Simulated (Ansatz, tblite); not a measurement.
# C₂₂H₆₆Si₁₀: one state, many levels

How do method and basis change the picture of C₂₂H₆₆Si₁₀ (singlet)?

Computed with Ansatz 0.2.0, Gaussian basis. Level: as each input shows.

Levels to be run: GFN1-xTB, GFN2-xTB, PBE-D4/def2-SVP, r2SCAN-D4/def2-SVP.

1 further run of the same task is left out (set aside as unsound or not needed). Runs told in other sessions of the task aren't counted.

## 1. The structure

The singlet was relaxed beforehand with r2SCAN-D4/def2-SVP.

SMILES `C[Si](C)(C)[Si](C)(C)[Si](C)(C)[Si](C)(C)[Si](C)(C)[Si](C)(C)[Si](C)(C)[Si](C)(C)[Si](C)(C)[Si](C)(C)C`, 98 atoms, charge 0, spin multiplicity 1.

Bond lengths: C1–Si2 1.895 Å, C1–H33 1.104 Å, C1–H34 1.103 Å, C1–H35 1.102 Å, Si2–C3 1.892 Å, Si2–C4 1.893 Å, Si2–Si5 2.367 Å, C3–H36 1.102 Å, C3–H37 1.103 Å, C3–H38 1.104 Å, C4–H39 1.103 Å, C4–H40 1.104 Å, C4–H41 1.101 Å, Si5–C6 1.904 Å, Si5–C7 1.906 Å, Si5–Si8 2.361 Å, C6–H42 1.103 Å, C6–H43 1.102 Å and more. Angles: Si2–C1–H33 110.8°, Si2–C1–H34 111.4°, Si2–C1–H35 111.6°, H33–C1–H34 107.6°, H33–C1–H35 107.8°, H34–C1–H35 107.5°, C1–Si2–C3 108.5°, C1–Si2–C4 107.7°, C1–Si2–Si5 107.3°, C3–Si2–C4 108.8°, C3–Si2–Si5 112.8°, C4–Si2–Si5 111.7°, Si2–C3–H36 111.7°, Si2–C3–H37 111.4°, Si2–C3–H38 110.5°, H36–C3–H37 107.7°, H36–C3–H38 107.7°, H37–C3–H38 107.6° and more.

PBE0-D4/def2-SVP was run before; its log isn't repeated, and its numbers join the tables.

## 2. GFN1-xTB

Tight binding, by tblite at 300 K electronic temperature and without a spin-polarisation term:

```python
tblite.interface.Calculator('GFN1-xTB', numbers, positions, charge=0, uhf=0).singlepoint()
```

Energy -2735.8811 eV, HOMO -9.84 eV, LUMO -6.90 eV; 0.57 s.

## 3. GFN2-xTB

Tight binding, by tblite at 300 K electronic temperature and without a spin-polarisation term:

```python
tblite.interface.Calculator('GFN2-xTB', numbers, positions, charge=0, uhf=0).singlepoint()
```

Energy -2662.3987 eV, HOMO -8.45 eV, LUMO -5.14 eV; 0.53 s.

## 4. PBE-D4/def2-SVP

start.molden holds the orbitals of an earlier run on this state, given as this run's starting guess.

in.yaml reads:

```yaml
crystal:
  periodic: [false, false, false]
  atoms:
    - {symbol: C, position_ang: [-8.972823, 0.157159, -0.676022]}
    - {symbol: Si, position_ang: [-7.220982, 0.834285, -0.422569]}
    - {symbol: C, position_ang: [-6.645911, 1.629563, -2.039919]}
    - {symbol: C, position_ang: [-7.309109, 2.170485, 0.914833]}
    - {symbol: Si, position_ang: [-5.855791, -0.981319, 0.244373]}
    - {symbol: C, position_ang: [-5.839638, -1.070201, 2.146118]}
    - {symbol: C, position_ang: [-6.672276, -2.576007, -0.406859]}
    - {symbol: Si, position_ang: [-3.640013, -0.965365, -0.570664]}
    - {symbol: C, position_ang: [-2.921742, -2.699283, -0.244175]}
    - {symbol: C, position_ang: [-3.641393, -0.652528, -2.444936]}
    - {symbol: Si, position_ang: [-2.351281, 0.619271, 0.599989]}
    - {symbol: C, position_ang: [-1.981580, -0.067469, 2.332305]}
    - {symbol: C, position_ang: [-3.378121, 2.207636, 0.828028]}
    - {symbol: Si, position_ang: [-0.395830, 1.296898, -0.536386]}
    - {symbol: C, position_ang: [0.519390, 2.539117, 0.577838]}
    - {symbol: C, position_ang: [-0.981599, 2.249969, -2.080841]}
    - {symbol: Si, position_ang: [1.112725, -0.333840, -1.336030]}
    - {symbol: C, position_ang: [0.232496, -1.402297, -2.643736]}
    - {symbol: C, position_ang: [2.488663, 0.615863, -2.248079]}
    - {symbol: Si, position_ang: [2.138342, -1.790246, 0.212091]}
    - {symbol: C, position_ang: [0.899794, -2.450048, 1.496441]}
    - {symbol: C, position_ang: [2.768295, -3.282659, -0.789314]}
    - {symbol: Si, position_ang: [3.916837, -0.862561, 1.459182]}
    - {symbol: C, position_ang: [4.266081, -2.122411, 2.847598]}
    - {symbol: C, position_ang: [3.361685, 0.746127, 2.306039]}
    - {symbol: Si, position_ang: [5.946170, -0.540981, 0.275129]}
    - {symbol: C, position_ang: [5.918516, -1.298186, -1.468238]}
    - {symbol: C, position_ang: [7.314321, -1.437571, 1.253806]}
    - {symbol: Si, position_ang: [6.608540, 1.719845, 0.137266]}
    - {symbol: C, position_ang: [6.890451, 2.422077, 1.871886]}
    - {symbol: C, position_ang: [5.367218, 2.820758, -0.772142]}
    - {symbol: C, position_ang: [8.254069, 1.777747, -0.801382]}
    - {symbol: H, position_ang: [-9.668147, 0.966129, -0.959624]}
    - {symbol: H, position_ang: [-9.360681, -0.308530, 0.245418]}
    - {symbol: H, position_ang: [-9.001536, -0.605646, -1.471340]}
    - {symbol: H, position_ang: [-6.581662, 0.892697, -2.857148]}
    - {symbol: H, position_ang: [-5.651731, 2.093001, -1.928745]}
    - {symbol: H, position_ang: [-7.349846, 2.419457, -2.354191]}
    - {symbol: H, position_ang: [-7.612088, 1.749574, 1.887822]}
    - {symbol: H, position_ang: [-8.054450, 2.935489, 0.635935]}
    - {symbol: H, position_ang: [-6.344235, 2.682822, 1.054302]}
    - {symbol: H, position_ang: [-6.860676, -1.207016, 2.541437]}
    - {symbol: H, position_ang: [-5.431792, -0.147585, 2.590418]}
    - {symbol: H, position_ang: [-5.226800, -1.915270, 2.502855]}
    - {symbol: H, position_ang: [-6.114635, -3.468055, -0.075545]}
    - {symbol: H, position_ang: [-6.706303, -2.591686, -1.508869]}
    - {symbol: H, position_ang: [-7.708071, -2.670235, -0.039442]}
    - {symbol: H, position_ang: [-3.480361, -3.469984, -0.801642]}
    - {symbol: H, position_ang: [-1.865140, -2.762215, -0.554150]}
    - {symbol: H, position_ang: [-2.969608, -2.956869, 0.826789]}
    - {symbol: H, position_ang: [-4.314055, -1.358223, -2.961433]}
    - {symbol: H, position_ang: [-2.630786, -0.784970, -2.864437]}
    - {symbol: H, position_ang: [-3.978020, 0.368107, -2.685508]}
    - {symbol: H, position_ang: [-1.327626, 0.613652, 2.902948]}
    - {symbol: H, position_ang: [-1.487802, -1.049646, 2.282515]}
    - {symbol: H, position_ang: [-2.917410, -0.191102, 2.902565]}
    - {symbol: H, position_ang: [-4.263119, 1.994683, 1.450679]}
    - {symbol: H, position_ang: [-2.796763, 2.997931, 1.331979]}
    - {symbol: H, position_ang: [-3.734454, 2.610396, -0.134148]}
    - {symbol: H, position_ang: [0.825620, 2.085265, 1.532969]}
    - {symbol: H, position_ang: [1.426999, 2.923588, 0.081072]}
    - {symbol: H, position_ang: [-0.127794, 3.403058, 0.805319]}
    - {symbol: H, position_ang: [-1.528057, 1.597553, -2.780869]}
    - {symbol: H, position_ang: [-1.655919, 3.075415, -1.795588]}
    - {symbol: H, position_ang: [-0.128179, 2.690393, -2.623530]}
    - {symbol: H, position_ang: [-0.582214, -2.005901, -2.213187]}
    - {symbol: H, position_ang: [0.947860, -2.093794, -3.120032]}
    - {symbol: H, position_ang: [-0.200431, -0.769904, -3.437797]}
    - {symbol: H, position_ang: [3.132290, -0.083927, -2.808555]}
    - {symbol: H, position_ang: [2.069388, 1.333747, -2.973383]}
    - {symbol: H, position_ang: [3.130171, 1.174795, -1.547726]}
    - {symbol: H, position_ang: [-0.027568, -2.813883, 1.022787]}
    - {symbol: H, position_ang: [1.342479, -3.289263, 2.059065]}
    - {symbol: H, position_ang: [0.623129, -1.668463, 2.221730]}
    - {symbol: H, position_ang: [3.391109, -2.968180, -1.641713]}
    - {symbol: H, position_ang: [3.372982, -3.959691, -0.161938]}
    - {symbol: H, position_ang: [1.919668, -3.864102, -1.187912]}
    - {symbol: H, position_ang: [5.096309, -1.784110, 3.490215]}
    - {symbol: H, position_ang: [4.538218, -3.111872, 2.444645]}
    - {symbol: H, position_ang: [3.376555, -2.252019, 3.487003]}
    - {symbol: H, position_ang: [2.408968, 0.597692, 2.842437]}
    - {symbol: H, position_ang: [4.111610, 1.073413, 3.045428]}
    - {symbol: H, position_ang: [3.217108, 1.565450, 1.584411]}
    - {symbol: H, position_ang: [5.136236, -0.846414, -2.098303]}
    - {symbol: H, position_ang: [6.889105, -1.140522, -1.968460]}
    - {symbol: H, position_ang: [5.735753, -2.384510, -1.425957]}
    - {symbol: H, position_ang: [8.288246, -1.340580, 0.744400]}
    - {symbol: H, position_ang: [7.423993, -1.027078, 2.270752]}
    - {symbol: H, position_ang: [7.092456, -2.513619, 1.350847]}
    - {symbol: H, position_ang: [7.595104, 1.801076, 2.449421]}
    - {symbol: H, position_ang: [7.314871, 3.439315, 1.812558]}
    - {symbol: H, position_ang: [5.950763, 2.485391, 2.443515]}
    - {symbol: H, position_ang: [4.395871, 2.858226, -0.252043]}
    - {symbol: H, position_ang: [5.748779, 3.854481, -0.838143]}
    - {symbol: H, position_ang: [5.185179, 2.465844, -1.799588]}
    - {symbol: H, position_ang: [9.025487, 1.169386, -0.300717]}
    - {symbol: H, position_ang: [8.633306, 2.812674, -0.862454]}
    - {symbol: H, position_ang: [8.146814, 1.400328, -1.831798]}
basis:
  gaussian: {orbitals: def2-SVP, fitting: {mean_field: def2-universal-jkfit}, initial_orbitals: start.molden}
hamiltonian: {xc: pbe, dispersion: d4}
scf: {omitted_lower_state_checks: [starts]}
output: {orbitals: {seedname: orbitals}}
```

Run with:

```bash
> ansatz run in.yaml --threads 4 --pin off --events-out ev --progress --plain --max-ram 41984MiB --backend cuda --devices 0, --max-vram 37GiB
```

Further steps of the session: r2SCAN-D4/def2-SVP.

**Question.** What will the summary of the whole plan be? Wanted: gap in def2-SVP, named functionals, smallest and largest; binding an atom, functionals in def2-SVP.

The runs gave:

| quantity | value |
| --- | --- |
| gap in def2-SVP, named functionals, smallest and largest | 4.50 eV (PBE-D4), 6.24 eV (PBE0-D4) |
| binding an atom, functionals in def2-SVP | 3.96 (r2SCAN-D4) to 4.00 eV (PBE-D4) |

In words: Over the named functionals in def2-SVP the gap runs from 4.50 eV (PBE-D4) to 6.24 eV (PBE0-D4); exact exchange widens it.
